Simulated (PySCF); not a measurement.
# KSb: from the state search to spectroscopic constants

An exercise on one series of results from a longer session: the logs are not shown, and one member is left open.

The runs use PySCF 2.14.0; K def2-SVPD, Sb def2-SVPD with ECP28, scalar-relativistic core potentials.

The first run:

Settings of the job:

```yaml
atoms: K, Sb
charge: 0
basis: K def2-SVPD, Sb def2-SVPD with ECP28
Hamiltonian: scalar-relativistic core potentials
basis_functions: 59
electrons_treated: 42
masses_in_u: 38.9637, 120.9038
levels: PBE0, PBE, r²SCAN, PW91, M06, BHandHLYP, HF, MP2, SCS-MP2
grid: 80 radial by 434 angular points
occupations: held fixed by the projection of orbital angular momentum
dissociation_limit: K + Sb, each in its ground configuration
starting_distance_in_angstrom: 3.310
values_of_2S_to_try: 0, 2, 4
```

On the command line:

```sh
$ OMP_NUM_THREADS=1 python dia.py task.json out
```

Among the steps run: The job; The PBE0 curve of the state that the search chose; Other states along the same grid; PBE (GGA); r²SCAN (meta-GGA); PW91 (GGA); M06 (hybrid meta-GGA); BHandHLYP (global hybrid GGA); UHF (mean field).

One of the session's tables, all rows but one given; the rest of the session is left out.

```
      level  Re (Å)  ωe (cm⁻¹)  De (eV)
        UHF   3.424      138.0    0.273
    UHF-MP2   3.402      140.9     0.78
UHF-SCS-MP2   3.413      141.7     0.78
        PBE   3.349      138.5     1.23
       PW91   3.341      140.0     1.28
     r²SCAN       ?          ?        ?
       PBE0   3.330      145.2     1.16
        M06   3.330      148.2      n/a
  BHandHLYP   3.334      148.8     1.13
```

Q: Estimate the row for r²SCAN from the others.

The run gave: Re (Å): 3.356; ωe (cm⁻¹): 142.1; De (eV): 1.21. In the column «Re (Å)» it lies between PBE (3.349) and UHF-MP2 (3.402).

De is counted to K + Sb in their ground configurations.
